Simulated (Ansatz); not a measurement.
**CoO+ (triplet): from Hartree-Fock to the top rungs, def2-TZVPP**

The task here is to estimate one member of a computed series from the others.

The runs use Ansatz 0.2.0, Gaussian basis; def2-TZVPP, core rule «outside noble gas», up to 10 orbitals frozen.

Plan: UHF; ROHF; CCSD(T) on UHF.

2 further runs of the same task are left out: 2 set aside as unsound or not needed.

## What is computed

The geometry is a PBE0/def2-TZVP stationary point (not a proven minimum).

2 atoms, charge 1, spin multiplicity 3.

Atoms are counted from 1 here; the program's logs count them from 0.

Bond lengths: Co1–O2 1.703 Å.

Geometry (Å):

```xyz
2
charge 1, multiplicity 3
Co    0.00000    0.00000    0.00000
O     0.00000    0.00000    1.70340
```

The first run:

Input file in.yaml:

```yaml
crystal:
  periodic: [false, false, false]
  atoms:
    - {symbol: Co, position_ang: [0.000000, 0.000000, 0.000000]}
    - {symbol: O, position_ang: [0.000000, 0.000000, 1.703400]}
basis:
  gaussian: {orbitals: def2-TZVPP}
total_charge: 1
magnetization: {spin_polarized: true, initial_magnetization: 2}
hamiltonian: {xc: hf}
output: {orbitals: {seedname: orbitals}}
```

Started as:

```
> ansatz run in.yaml --threads 1 --pin off --events-out ev --progress --plain --max-ram 2816MiB --backend cpu
```

Steps of the session up to this table: UHF; ROHF; CCSD(T) on UHF.

One table of the session follows, with a row left open; its other results are not shown here.

It belongs to the step «Misses and costs». 

| method | from UCCSD(T) (kcal/mol) |
| --- | --- |
| ROHF | +349.62 |
| UMP2 | ? |
| UCCSD | +13.88 |
| UCCSD(T) | 0 |

Estimate the missing values for UMP2.

As computed: from UCCSD(T) (kcal/mol): +27.18. In the column «from UCCSD(T) (kcal/mol)» it lies between UCCSD (+13.88) and ROHF (+349.62).

Left out of the table: UHF (another determinant or state than the rows shown).

The program flags UCCSD(T) as in doubt (see the logs), so the zero of the table is itself unsure.

To keep in mind: The determinant is far from a pure spin state, so its energy mixes those of several spin states (harmless only where they are near-degenerate, as at dissociation). The program flags UCCSD(T) as in doubt, so the zero of the table is itself unsure. Warnings: spin contamination; coupled cluster took another determinant than the lowest.
